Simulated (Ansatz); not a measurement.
# Ti12HC13F3: the cost of one run

Program: Ansatz 0.2.0. Level of theory: DFT PBE+D3(BJ), scalar-relativistic, plane waves, PAW. These are calculated values, not measurements.

1 further run of the same task is left out (set aside as unsound or not needed).

## 1. The structure to begin with

The structure is trigonal, space group P3m1 (No. 156). Conventional cell: a = 3.034 Å, b = 3.034 Å, c = 22.194 Å, α = 90.00°, β = 90.00°, γ = 120.00°. C (site symmetry 3m) has 3 Ti at 2.15 Å in its first shell of neighbours. Ti (site symmetry 3m) is surrounded by 6 C at 2.15 Å. C (site symmetry 3m) is surrounded by 6 Ti at 2.14 to 2.15 Å. Ti (site symmetry 3m) is surrounded by 6 C at 2.14 to 2.21 Å. C (site symmetry 3m) is surrounded by 6 Ti at 2.04 to 2.21 Å. Around Ti (site symmetry 3m) lie 3 C at 2.04 Å.

Coordinates:

```cif
data_structure
_symmetry_space_group_name_H-M 'P3m1'
_symmetry_Int_Tables_number 156
_cell_length_a 3.0343
_cell_length_b 3.0343
_cell_length_c 22.1938
_cell_angle_alpha 90.000
_cell_angle_beta 90.000
_cell_angle_gamma 120.000
_cell_volume 176.96
loop_
_atom_site_label
_atom_site_type_symbol
_atom_site_symmetry_multiplicity
_atom_site_Wyckoff_symbol
_atom_site_fract_x
_atom_site_fract_y
_atom_site_fract_z
_atom_site_occupancy
C1 C 1 b 0.33333 0.66667 0.63954 1
Ti1 Ti 1 c 0.66667 0.33333 0.58372 1
C2 C 1 a 0.00000 0.00000 0.52791 1
Ti2 Ti 1 b 0.33333 0.66667 0.47290 1
C3 C 1 c 0.66667 0.33333 0.41231 1
Ti3 Ti 1 a 0.00000 0.00000 0.36502 1
```

Planes are indexed in the bulk's conventional cell (Fm-3m (No. 225)), a = 4.291 Å, b = 4.291 Å, c = 4.291 Å, α = 90.00°, β = 90.00°, γ = 90.00°.

It is a (111) slab, 6.2 Å thick as cut, with 16 Å of vacuum, in a 2×2 surface cell; its outer planes are Ti (top) and C (bottom). An earlier relaxation, lower half held, gave -33012.1645 eV, work function 4.56 eV (top face), 6.74 eV (bottom face), dipole along +c 0.384 e·Å per cell.

## 2. CHF3, tilted, over a top (Ti) site

input.yaml

```yaml
crystal:
  lattice:
    - [6.0686302234, 0.0, 0.0]
    - [-3.0343151117, 5.2555879396, 0.0]
    - [0.0, 0.0, 26.0925697854]
  atoms:
    - { symbol: C, position: [0.1666666667, 0.3333333333, 0.3066006938] }
    - { symbol: C, position: [0.1666666667, 0.8333333333, 0.3066006938] }
    - { symbol: C, position: [0.6666666667, 0.3333333333, 0.3066006938] }
    - { symbol: C, position: [0.6666666667, 0.8333333333, 0.3066006938] }
    - { symbol: Ti, position: [0.3333333333, 0.1666666667, 0.3540760466] }
    - { symbol: Ti, position: [0.3333333333, 0.6666666667, 0.3540760466] }
    - { symbol: Ti, position: [0.8333333333, 0.1666666667, 0.3540760466] }
    - { symbol: Ti, position: [0.8333333333, 0.6666666667, 0.3540760466] }
    - { symbol: C, position: [0.5, 0.5, 0.4015513995] }
    - { symbol: C, position: [0.5, 0.0, 0.4015513995] }
    - { symbol: C, position: [0.0, 0.5, 0.4015513995] }
    - { symbol: C, position: [0.0, 0.0, 0.4015513995] }
    - { symbol: Ti, position: [0.6666666667, 0.3333333333, 0.4483428245] }
    - { symbol: Ti, position: [0.6666666667, 0.8333333333, 0.4483428245] }
    - { symbol: Ti, position: [0.1666666667, 0.3333333333, 0.4483428245] }
    - { symbol: Ti, position: [0.1666666667, 0.8333333333, 0.4483428245] }
    - { symbol: C, position: [0.8333333333, 0.6666666667, 0.4998726564] }
    - { symbol: C, position: [0.8333333333, 0.1666666667, 0.4998726564] }
    - { symbol: C, position: [0.3333333333, 0.6666666667, 0.4998726564] }
    - { symbol: C, position: [0.3333333333, 0.1666666667, 0.4998726564] }
    - { symbol: Ti, position: [0.0, 0.5, 0.5401011764] }
    - { symbol: Ti, position: [0.0, 0.0, 0.5401011764] }
    - { symbol: Ti, position: [0.5, 0.5, 0.5401011764] }
    - { symbol: Ti, position: [0.5, 0.0, 0.5401011764] }
    - { symbol: F, position: [0.0, 0.5, 0.6543099349] }
    - { symbol: C, position: [0.1355523757, 0.5298953384, 0.6988091931] }
    - { symbol: F, position: [0.217166331, 0.7691767925, 0.7188647109] }
    - { symbol: F, position: [0.343699491, 0.5028497038, 0.6880475087] }
    - { symbol: H, position: [0.0117466568, 0.3834624396, 0.7270816095] }
basis:
  ecutwfc: 420
kpoints:
  mp_grid: { grid: [4, 4, 1] }
hamiltonian:
  xc: pbe
  dispersion: d3bj
scf:
  occupations: { method: gaussian, width: 0.1 }
output:
  forces: true
  eigenvalues: true
  write_density: true
  write_potential: true
  elf: true
  volumetric_format: npy
relax:
  adjacent_minimum: "off"
  f_tol: 0.04
  max_steps: 100
  constraints: [{ sites: [0, 1, 2, 3, 4, 5, 6, 7, 8, 9, 10, 11] }]
efield:
  axis: 3
  dipole_correction: true
  ramp_width: 0.04
```

On the command line:

```bash
$ ansatz run input.yaml --threads 4 --pin off --max-ram 10240MiB --backend cpu --events-out ev --progress --plain --runs-dir out
```

What time and memory should one allow on 4 threads of AMD EPYC 9R45 (Zen 5), shared host?

About 9.4 min, with a peak of 3 GiB.
